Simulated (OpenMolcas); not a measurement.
**Zr²⁺: CASSCF terms and fine-structure levels**

Aim: the low terms and levels of Zr²⁺, with their order and spacing.

Program: OpenMolcas 26.06. Level of theory: state-averaged CASSCF, spin-orbit coupling by RASSI with atomic mean-field integrals. These are calculated values, not measurements, unless marked.

### Step 1. Starting point

| Quantity | Value |
| --- | --- |
| Species | Zr²⁺ (zirconium, Z = 40, 38 electrons) |
| Basis | ANO-RCC-MB [5s4p2d], 27 functions |
| Scalar Hamiltonian | DKH4, point nucleus |
| Inactive shells | 1s 2s 2p 3s 3p 3d 4s 4p |
| Active space | 2 electrons in 5 orbitals (4d) |
| Some configurations of this space | 4d² |
| Orbitals | optimised for the ground-state spin in each parity, averaged over the low roots |

The outer shells:

4d2
```
4d [↑ ][↑ ][  ][  ][  ]
```

The work runs as a chain of OpenMolcas steps in one folder; each step below is one input file. Labels, J, g values, rates, χT and fits are worked out afterwards by a script from the matrices that RASSI stores.

### Step 2. One- and two-electron integrals

Input file a.inp:

```
&GATEWAY
Coord
1

Zr 0.0 0.0 0.0
Basis=ANO-RCC-MB
Group=XYZ
NoMove
AngMom=0.0 0.0 0.0
AMFI
&SEWARD
Relativistic=R04O02
```

Started as:

```
> OMP_NUM_THREADS=1 MOLCAS_MEM=2252 MOLCAS_PROJECT=a pymolcas a.inp > a.log
```

The log of the run:

```text
Basis set label: ZR.ANO-RCC...5S4P2D.

      Electronic valence basis set:
      ------------------
      Associated Effective Charge  40.000000 au
      Associated Actual Charge     40.000000 au
      Nuclear Model: Point charge

      Shell  nPrim  nBasis  Cartesian Spherical Contaminant
         s      21       5        X
         p      18       4        X
         d      13       2                 X
Relativistic=R04O02
                  Relativistic Douglas-Kroll-Hess integrals:
                    - DKH order of Hamiltonian: 4
                    - DKH order of Properties : 2
```

### Step 3. CASSCF: triplets of even parity, 10 roots

Input file a.inp:

```
&RASSCF
FileOrb=start.orb
Symmetry=1
Spin=3
nActEl=2 0 0
Inactive=9 9
Ras2=5 0
CIRoot=10 10 1
SDav=10
CIMx=300
Iter=120 100
PrWF=0.3
OrbListing=Nothing
MaxOrb=0
Atom
>>> COPY $Project.JobIph JOB001
```

start.orb holds the contracted functions of the basis, ordered by shell, or the orbitals of the step before.

The log of the run, cut to the lines that bear on the results:

```text
[...]
      Number of active orbitals                  5
[...]
      Spin quantum number                      1.0
[...]
      Active orbitals                            5   0
[...]
      Number of CSFs                            10
      Number of root(s) required                10
[...]
      Convergence after  4 iterations
[...]
      Natural orbitals and occupation numbers for root  1
      sym 1:   0.000000   0.238545   0.761455   0.238545   0.761455
      Natural orbitals and occupation numbers for root  2
      sym 1:   0.000000   0.736654   0.263346   0.263346   0.736654
      Natural orbitals and occupation numbers for root  3
      sym 1:  -0.000000   0.308346   0.691654   0.691654   0.308346
::    RASSCF root number  1 Total energy:  -3595.55557558
::    RASSCF root number  2 Total energy:  -3595.55557558
::    RASSCF root number  3 Total energy:  -3595.55557558
[...]
::    RASSCF root number  7 Total energy:  -3595.55557558
::    RASSCF root number  8 Total energy:  -3595.51610512
::    RASSCF root number  9 Total energy:  -3595.51610512
::    RASSCF root number 10 Total energy:  -3595.51610512
```

### Step 4. Reference wave functions, singlets of even parity, 15 roots

Input file a.inp:

```
&RASSCF
FileOrb=start.orb
Symmetry=1
Spin=1
nActEl=2 0 0
Inactive=9 9
Ras2=5 0
CIRoot=15 15 1
SDav=15
CIMx=300
Iter=120 100
PrWF=0.3
OrbListing=Nothing
MaxOrb=0
Atom
CIOnly
>>> COPY $Project.JobIph JOB002
```

The log of the run, cut to the lines that bear on the results:

```text
[...]
      Number of active orbitals                  5
[...]
      Spin quantum number                      0.0
[...]
      Active orbitals                            5   0
[...]
      Number of CSFs                            15
      Number of root(s) required                15
[...]
      Natural orbitals and occupation numbers for root  1
      sym 1:   0.015368   0.571429   0.571429   0.340832   0.500944
      Natural orbitals and occupation numbers for root  2
      sym 1:   0.093585   0.571429   0.571429   0.198642   0.564916
      Natural orbitals and occupation numbers for root  3
      sym 1:   0.571429   0.461301   0.393117   0.571429   0.002725
::    RASSCF root number  1 Total energy:  -3595.52204842
::    RASSCF root number  2 Total energy:  -3595.52204842
::    RASSCF root number  3 Total energy:  -3595.52204842
[...]
::    RASSCF root number 12 Total energy:  -3595.50362887
::    RASSCF root number 13 Total energy:  -3595.50362887
::    RASSCF root number 14 Total energy:  -3595.50362887
::    RASSCF root number 15 Total energy:  -3595.42638939
```

CIOnly: the orbitals of an earlier block are kept, and only the CI is solved.

### Step 5. State interaction with spin-orbit coupling

Input file a.inp:

```
&RASSI
NrOfJobIphs=2 10 15
1 2 3 4 5 6 7 8 9 10
1 2 3 4 5 6 7 8 9 10 11 12 13 14 15
IphNames
JOB001
JOB002
EJob
SpinOrbit
DIPRint=1.0
SOCoupling=1000.0
Subsets=2
MEES
Property=10
'ANGMOM' 1 'ANGMOM' 2 'ANGMOM' 3 'MLTPL  1' 1 'MLTPL  1' 2 'MLTPL  1' 3
'AMFI' 1 'AMFI' 2 'AMFI' 3 'MLTPL  2' 6
SOProperty=3
'ANGMOM' 1 'ANGMOM' 2 'ANGMOM' 3
```

The log of the run:

```text
SPIN-FREE ENERGIES:
  (Shifted by EMIN (a.u.) =      -3595.5555755812)

 SF State       Relative EMIN(au)   Rel lowest level(eV)    D:o, cm**(-1)      L_eff

     1             0.0000000000        0.0000000000              0.0000         3.0
     2             0.0000000000        0.0000000000              0.0000         3.0
     3             0.0000000000        0.0000000000              0.0000         3.0
     4             0.0000000000        0.0000000000              0.0000         3.0
     5             0.0000000000        0.0000000000              0.0000         3.0
     6             0.0000000000        0.0000000000              0.0000         3.0
     7             0.0000000000        0.0000000000              0.0000         3.0
    11             0.0335271588        0.9123204691           7358.3608         2.0
    12             0.0335271588        0.9123204691           7358.3608         2.0
    13             0.0335271588        0.9123204691           7358.3608         2.0
    14             0.0335271588        0.9123204691           7358.3608         2.0
    15             0.0335271588        0.9123204691           7358.3608         2.0
    10             0.0394704653        1.0740460754           8662.7658         1.0
     8             0.0394704653        1.0740460754           8662.7658         1.0
     9             0.0394704653        1.0740460754           8662.7658         1.0
    16             0.0519467093        1.4135419709          11400.9849         4.0
    17             0.0519467093        1.4135419709          11400.9849         4.0
    18             0.0519467093        1.4135419709          11400.9849         4.0
    19             0.0519467093        1.4135419709          11400.9849         4.0
    20             0.0519467093        1.4135419709          11400.9849         4.0
    21             0.0519467093        1.4135419709          11400.9849         4.0
    22             0.0519467093        1.4135419709          11400.9849         4.0
    23             0.0519467093        1.4135419709          11400.9849         4.0
    24             0.0519467093        1.4135419709          11400.9849         4.0
    25             0.1291861955        3.5153354642          28353.0926         0.0
     Dipole printing threshold changed to   1.00000000E+00
Eigenvalues of complex Hamiltonian:
   -----------------------------------
  (Shifted by EMIN (a.u.) =      -3595.5555755812)

 SO State       Relative EMIN(au)   Rel lowest level(eV)    D:o, cm**(-1)     J-value

     1            -0.0033216033        0.0000000000              0.0000         1.7
     2            -0.0033216033        0.0000000000              0.0000         1.3
     3            -0.0033216033        0.0000000000              0.0000         1.6
     4            -0.0033216033        0.0000000000              0.0000         1.6
     5            -0.0033216033        0.0000000000              0.0000         1.6
     6            -0.0007896551        0.0688978203            555.6984         2.6
     7            -0.0007896551        0.0688978203            555.6984         2.2
     8            -0.0007896551        0.0688978203            555.6984         2.1
     9            -0.0007896551        0.0688978203            555.6984         2.7
    10            -0.0007896551        0.0688978203            555.6984         2.2
    11            -0.0007896551        0.0688978203            555.6984         2.4
    12            -0.0007896551        0.0688978203            555.6984         2.2
    13             0.0023187070        0.1534806612           1237.9050         3.3
    14             0.0023187070        0.1534806612           1237.9050         2.9
    15             0.0023187070        0.1534806612           1237.9050         3.2
    16             0.0023187070        0.1534806612           1237.9050         3.0
    17             0.0023187070        0.1534806612           1237.9050         3.7
    18             0.0023187070        0.1534806612           1237.9050         1.8
    19             0.0023187070        0.1534806612           1237.9050         3.7
    20             0.0023187070        0.1534806612           1237.9050         3.7
    21             0.0023187070        0.1534806612           1237.9050         2.9
    22             0.0329739524        0.9876523864           7965.9537         1.9
    23             0.0329739524        0.9876523864           7965.9537         1.3
    24             0.0329739524        0.9876523864           7965.9537         1.5
    25             0.0329739524        0.9876523864           7965.9537         1.4
    26             0.0329739524        0.9876523864           7965.9537         1.7
    27             0.0377275257        1.1170037039           9009.2425         0.0
    28             0.0386808102        1.1429438957           9218.4642         1.0
    29             0.0386808102        1.1429438957           9218.4642         0.6
    30             0.0386808102        1.1429438957           9218.4642         0.6
    31             0.0409763097        1.2054076191           9722.2681         1.1
    32             0.0409763097        1.2054076191           9722.2681         1.1
    33             0.0409763097        1.2054076191           9722.2681         1.8
    34             0.0409763097        1.2054076191           9722.2681         2.0
    35             0.0409763097        1.2054076191           9722.2681         1.8
    36             0.0519969676        1.5052950001          12141.0230         3.0
    37             0.0519969676        1.5052950001          12141.0230         3.5
    38             0.0519969676        1.5052950001          12141.0230         3.4
    39             0.0519969676        1.5052950001          12141.0230         3.2
    40             0.0519969676        1.5052950001          12141.0230         3.4
    41             0.0519969676        1.5052950001          12141.0230         2.3
Weights of the five most important spin-orbit-free states for each spin-orbit state.

 SO State  Total energy (au)           Spin-free states, spin, and weights
 -------------------------------------------------------------------------------------------------------
    1        -0.003322       5 1.0  0.2105    7 1.0  0.1734    6 1.0  0.1691    2 1.0  0.1515    3 1.0  0.1204
    2        -0.003322       4 1.0  0.2639    6 1.0  0.2028    3 1.0  0.1980    2 1.0  0.1407    7 1.0  0.0794
    3        -0.003322       5 1.0  0.2919    3 1.0  0.1954    4 1.0  0.1454    1 1.0  0.1429    7 1.0  0.0857
    4        -0.003322       1 1.0  0.2770    7 1.0  0.1994    3 1.0  0.1664    4 1.0  0.1367    6 1.0  0.0821
    5        -0.003322       2 1.0  0.2967    6 1.0  0.1804    1 1.0  0.1750    7 1.0  0.1732    5 1.0  0.0724
    6        -0.000790       7 1.0  0.3637    2 1.0  0.1970    6 1.0  0.1927    1 1.0  0.0783    5 1.0  0.0644
    7        -0.000790       6 1.0  0.3047    7 1.0  0.2273    1 1.0  0.1720    5 1.0  0.1319    2 1.0  0.0760
    8        -0.000790       4 1.0  0.2849    6 1.0  0.2047    3 1.0  0.1810    2 1.0  0.0970    7 1.0  0.0834
    9        -0.000790       5 1.0  0.3556    2 1.0  0.1822    6 1.0  0.1242    4 1.0  0.0983    7 1.0  0.0900
   10        -0.000790       2 1.0  0.2898    5 1.0  0.2472    4 1.0  0.1412    1 1.0  0.1059    7 1.0  0.1040
   11        -0.000790       3 1.0  0.3038    1 1.0  0.2740    2 1.0  0.1124    7 1.0  0.1048    4 1.0  0.0808
   12        -0.000790       3 1.0  0.2985    4 1.0  0.2939    1 1.0  0.2166    5 1.0  0.0708    6 1.0  0.0477
```

These steps: 7.7 s of run time, 1 thread, shared host.

Spin-free terms, from the roots grouped by L:

| configuration | term | E (cm⁻¹) |
| --- | --- | --- |
| 4d² | ³F | 0.0 |
| 4d² | ¹D | 7358 |
| 4d² | ³P | 8663 |
| 4d² | ¹G | 11401 |
| 4d² | ¹S | 28353 |

Fine-structure levels, from the RASSI matrices grouped by J:

```
Configuration  Term  J  E (cm⁻¹)      g  Leading %  Second
          4d²    ³F  2       0.0  0.667        100        
          4d²    ³F  3       556  1.084        100        
          4d²    ³F  4      1238  1.250        100        
          4d²    ¹D  2      7966  1.043         91    9 ³P
          4d²    ³P  0      9009               100        
          4d²    ³P  1      9218  1.501        100        
          4d²    ³P  2      9722  1.456         91    9 ¹D
          4d²    ¹G  4     12141  1.000        100        
          4d²    ¹S  0     29118               100
```

Orbitals of the lowest block:

| shell | space | energy (hartree) | mean occupation | ⟨r²⟩ (bohr²) |
| --- | --- | --- | --- | --- |
| 1s | inactive | -665.7078 | 2.000 | 0.00184 |
| 2s | inactive | -95.4213 | 2.000 | 0.0310 |
| 2p | inactive | -84.9556 | 6.000 | 0.0245 |
| 3s | inactive | -17.2988 | 2.000 | 0.238 |
| 3p | inactive | -13.7853 | 6.000 | 0.246 |
| 3d | inactive | -8.0055 | 10.000 | 0.245 |
| 4s | inactive | -3.0893 | 2.000 | 1.69 |
| 4p | inactive | -2.0778 | 6.000 | 2.13 |
| 4d | RAS2 |  | 2.000 | 6.11 |

The strongest lines between these levels (CASSCF energies, vacuum wavelengths; moments from the reference wave functions; branching within the model space):

| upper | lower | type | λ (nm) | A (s-1) | branching % |
| --- | --- | --- | --- | --- | --- |
| 4d² ¹S₀ | 4d² ³F₂ | E2 | 343.4 | 1.57e-01 | 0.8 |
| 4d² ¹S₀ | 4d² ¹D₂ | E2 | 472.8 | 1.81e+01 | 88.8 |
| 4d² ¹S₀ | 4d² ³P₁ | M1 | 502.5 | 7.63e-01 | 3.7 |
| 4d² ¹S₀ | 4d² ³P₂ | E2 | 515.6 | 1.37e+00 | 6.7 |
| 4d² ¹G₄ | 4d² ³F₃ | M1 | 863.2 | 3.20e-02 | 41.3 |
| 4d² ¹G₄ | 4d² ³F₄ | M1 | 917.2 | 4.44e-02 | 57.2 |
| 4d² ³P₂ | 4d² ³F₂ | E2 | 1029 | 3.82e-03 | 3.3 |
| 4d² ³P₂ | 4d² ³F₂ | M1 | 1029 | 2.20e-03 | 1.9 |
| 4d² ³P₁ | 4d² ³F₂ | E2 | 1085 | 4.19e-02 | 38.6 |
| 4d² ³P₂ | 4d² ³F₃ | E2 | 1091 | 2.29e-02 | 20.0 |
| 4d² ³P₂ | 4d² ³F₃ | M1 | 1091 | 7.63e-03 | 6.7 |
| 4d² ³P₀ | 4d² ³F₂ | E2 | 1110 | 1.15e-01 | 100.0 |
| 4d² ³P₁ | 4d² ³F₃ | E2 | 1154 | 6.22e-02 | 57.4 |
| 4d² ³P₂ | 4d² ³F₄ | E2 | 1179 | 5.81e-02 | 50.9 |
| 4d² ¹D₂ | 4d² ³F₂ | M1 | 1255 | 3.96e-02 | 38.1 |
| 4d² ¹D₂ | 4d² ³F₃ | M1 | 1349 | 6.11e-02 | 58.8 |
| 4d² ¹D₂ | 4d² ³F₄ | E2 | 1486 | 2.12e-03 | 2.0 |
| 4d² ³P₂ | 4d² ¹D₂ | M1 | 5694 | 1.80e-02 | 15.8 |
| 4d² ³P₁ | 4d² ¹D₂ | M1 | 7984 | 3.97e-03 | 3.7 |
| 4d² ³F₄ | 4d² ³F₃ | M1 | 14660 | 6.45e-03 | 100.0 |
| 4d² ³F₃ | 4d² ³F₂ | M1 | 18000 | 4.41e-03 | 100.0 |
| 4d² ³P₂ | 4d² ³P₁ | M1 | 19850 | 1.58e-03 | 1.4 |

### Step 6. Comparison with measured levels

A. CASSCF

Energies in cm⁻¹ above each method's lowest level; measured values from Moore, Atomic Energy Levels, vol. II, NSRDS-NBS 35 (1971 reprint of NBS Circular 467, 1952); NIST levels as listed in Rynkun, Gaigalas and Jonsson, Astron. Astrophys. 637, A10 (2020).

| level | A | measured |
| --- | --- | --- |
| 4d² ³F₂ | 0.0 | 0.0 |
| 4d² ³F₃ | 556 | 681 |
| 4d² ³F₄ | 1238 | 1486 |
| 4d² ¹D₂ | 7966 | 5742 |
| 4d² ³P₀ | 9009 | 8062 |
| 4d² ³P₁ | 9218 | 8326 |
| 4d² ³P₂ | 9722 | 8838 |
| 4d² ¹G₄ | 12141 | 11049 |
| 4d² ¹S₀ | 29118 | 23979 |

Mean absolute deviation from the 8 measured excited levels that all methods hold: A 1400 cm⁻¹.

### Step 7. What came out

| quantity | value |
| --- | --- |
| method | CASSCF |
| lowest level | 4d² ³F₂, 100 % of that term, g = 0.667 |
| ground level listed by NIST | 3F2 |
| first excited level | 4d² ³F₃ at 556 cm⁻¹ |
| lowest level of another term | 4d² ¹D₂ at 7966 cm⁻¹ |
| spin-orbit lowering of the lowest level | 729 cm⁻¹ |
| strongest of the lines computed, by gA (one parity, so forbidden lines), at CASSCF energies | 4d² ¹S₀ → 4d² ¹D₂, 472.8 nm, A = 1.81e+01 s⁻¹ |

What this shows: The multiplet ³F is regular; its intervals divided by the larger J differ by 8 % of their mean, where Landé's rule for pure LS coupling makes them equal. The computed levels miss the measured ones by 1400 cm⁻¹ on average. Only the configurations of the active space and the roots asked for are present. The singlets rest on orbitals optimised for another spin in at least one step, which raises them against the optimised states. Only valence configurations of the active space appear, up to the ionisation limit; * or ° marks odd parity.
